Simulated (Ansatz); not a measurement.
# ClFH4OSi2: up Jacob's ladder to CCSD(T)

The task here is to estimate one member of a computed series from the others.

Program: Ansatz 0.2.0, Gaussian basis. Level of theory: functionals in def2-TZVPP, the program's frozen cores in correlated methods. These are calculated values, not measurements.

The runs, in order: LDA (SPW92), PBE-D4, revPBE-D4, BLYP-D4, r2SCAN-D4, B97M-V, PBE0-D4, B3LYP-D4, r2SCANh-D4, r2SCAN0-D4, HSE06-D4, BHLYP-D4, CAM-B3LYP-D4, LC-ωPBE, ωB97X-V, ωB97M-V, B2PLYP, PBE-QIDH; CCSD(T)/def2-SVP; CCSD(T)/def2-TZVPP; MP2/def2-QZVPP; extrapolation to the limit; RPA on PBE.

## Structure used throughout

All runs share one geometry, relaxed beforehand with PBE0-D4 in a triple-zeta def2 set.

SMILES `F[SiH2]O[SiH2]Cl`, 9 atoms, charge 0, spin multiplicity 1.

Atoms are counted from 1 here; the program's logs count them from 0.

Bond lengths: F1–Si2 1.592 Å, Si2–O3 1.624 Å, Si2–H6 1.477 Å, Si2–H7 1.475 Å, O3–Si4 1.626 Å, Si4–Cl5 2.050 Å, Si4–H8 1.477 Å, Si4–H9 1.476 Å. Angles: F1–Si2–O3 109.1°, F1–Si2–H6 107.6°, F1–Si2–H7 108.0°, O3–Si2–H6 110.4°, O3–Si2–H7 108.0°, H6–Si2–H7 113.6°, Si2–O3–Si4 148.3°, O3–Si4–Cl5 109.9°, O3–Si4–H8 110.0°, O3–Si4–H9 108.5°, Cl5–Si4–H8 107.8°, Cl5–Si4–H9 108.1°, H8–Si4–H9 112.6°.

The first run:

Contents of in.yaml:

```yaml
crystal:
  periodic: [false, false, false]
  atoms:
    - {symbol: F, position_ang: [-1.949893, -0.092932, -1.427657]}
    - {symbol: Si, position_ang: [-0.674619, -0.965297, -1.042059]}
    - {symbol: O, position_ang: [-0.059854, -0.419236, 0.358930]}
    - {symbol: Si, position_ang: [0.646356, 0.792703, 1.180760]}
    - {symbol: Cl, position_ang: [1.763743, 1.943881, -0.094663]}
    - {symbol: H, position_ang: [0.312972, -0.818905, -2.130468]}
    - {symbol: H, position_ang: [-1.120909, -2.356005, -0.833046]}
    - {symbol: H, position_ang: [-0.384674, 1.660200, 1.784714]}
    - {symbol: H, position_ang: [1.555480, 0.209391, 2.186390]}
basis:
  gaussian: {orbitals: def2-TZVPP}
hamiltonian: {xc: lda}
output: {orbitals: {seedname: orbitals}}
```

The run is started by

```
ansatz run in.yaml --threads 4 --pin off --events-out ev --progress --plain --max-ram 10444MiB
```

Steps of the session up to this table: LDA; PBE-D4 (GGA); revPBE-D4 (GGA); BLYP-D4 (GGA); r2SCAN-D4 (meta-GGA); B97M-V (meta-GGA); PBE0-D4 (hybrid); B3LYP-D4 (hybrid); r2SCANh-D4 (hybrid); r2SCAN0-D4 (hybrid); HSE06-D4 (hybrid); BHLYP-D4 (hybrid); CAM-B3LYP-D4 (range-separated); LC-ωPBE (range-separated); ωB97X-V (range-separated); ωB97M-V (range-separated); B2PLYP (double hybrid); PBE-QIDH (double hybrid).

One table of the session follows, with a row left open; its other results are not shown here.

It belongs to the step «Frontier levels by functional». 

| functional | HOMO (eV) | gap (eV) |
| --- | --- | --- |
| LDA (SPW92) | -7.72 | 6.71 |
| PBE-D4 | -7.65 | 6.93 |
| revPBE-D4 | -7.62 | 7.02 |
| BLYP-D4 | -7.53 | 6.96 |
| r2SCAN-D4 | -8.01 | 7.70 |
| B97M-V | ? | ? |
| PBE0-D4 | -9.04 | 9.20 |
| B3LYP-D4 | -8.80 | 8.76 |
| r2SCANh-D4 | -8.52 | 8.50 |
| r2SCAN0-D4 | -9.27 | 9.68 |
| HSE06-D4 | -8.63 | 8.42 |
| BHLYP-D4 | -10.33 | 11.39 |
| CAM-B3LYP-D4 | -10.42 | 11.60 |
| LC-ωPBE | -11.82 | 14.19 |
| ωB97X-V | -11.46 | 13.68 |
| ωB97M-V | -11.28 | 13.18 |

Estimate the missing values for B97M-V.

**Answer.** HOMO (eV): -8.12; gap (eV): 7.58. In the column «HOMO (eV)» it lies between r2SCANh-D4 (-8.52) and r2SCAN-D4 (-8.01).
